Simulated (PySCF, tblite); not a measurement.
# CHBeF2N, a complex of two parts: NMR shifts, interaction energy, infrared bands, spin-spin couplings and core binding energies

The task here is to estimate one member of a computed series from the others.

Programs: tblite 0.8.0 and PySCF 2.14.0. All values are calculated, for the isolated system unless a continuum is named. Atoms count from 0, parts from 1.

## The system as given

6 atoms, charge 0, multiplicity 1; geometry: rigid parts in contact. Parts: 1 = atoms 0–2, `[F][Be][F]`, charge 0; 2 = atoms 3–5, `C#N`, charge 0.

Set-up of the first run:

What the job is given:

```
{"job": {"kind": "dock", "xc": "GFN2-xTB", "basis": "xTB"}, "charge": 0, "multiplicity": 1, "parts": [{"atoms": "0-2", "charge": 0, "multiplicity": 1}, {"atoms": "3-5", "charge": 0, "multiplicity": 1}]}
F      1.166509     0.341724    -0.630848
Be    -0.000027    -0.000196    -0.000125
F     -1.166482    -0.341528     0.630973
C     -0.106898     1.798540     2.101440
N     -0.676457     2.351043     1.286260
H      0.422819     1.284199     2.859808
```

Method: GFN2-xTB search for minima from random contacts, gas phase.

On the command line:

```bash
OMP_NUM_THREADS=1 python cluster_run.py task.json out
```

One launch serves the whole session: the jobs run in the order shown.

Among the steps run: Search for minima with GFN2-xTB; Geometry optimisation at PBE0-D3(BJ)/def2-TZVPD; Nuclear shieldings: PBE0/pcSseg-2; Coupled-cluster interaction energy: CCSD(T) and MP2.

One table of the session follows, with a row left open; its other results are not shown here.

It belongs to the step «Coupled-cluster interaction energy: CCSD(T) and MP2». 

```
                 method  interaction energy (kcal/mol)
         HF/aug-cc-pVDZ                              ?
        MP2/aug-cc-pVDZ                         -22.09
       CCSD/aug-cc-pVDZ                         -22.16
    CCSD(T)/aug-cc-pVDZ                         -22.08
         HF/aug-cc-pVQZ                         -23.76
        MP2/aug-cc-pVQZ                         -24.48
    SCS-MP2/aug-cc-pVQZ                         -23.92
      MP2, extrapolated                         -24.81
CCSD(T), limit estimate                         -24.79
```

Estimate the missing values for HF/aug-cc-pVDZ.

As computed: interaction energy (kcal/mol): -22.59. In the column «interaction energy (kcal/mol)» it lies between HF/aug-cc-pVQZ (-23.76) and CCSD/aug-cc-pVDZ (-22.16).

Caveats from the session: The interaction energy leaves out the deformation of the parts, 9.33 kcal/mol at MP2. So large a deformation means that a part is far from its own minimum, so a sum across the two methods would be rough.
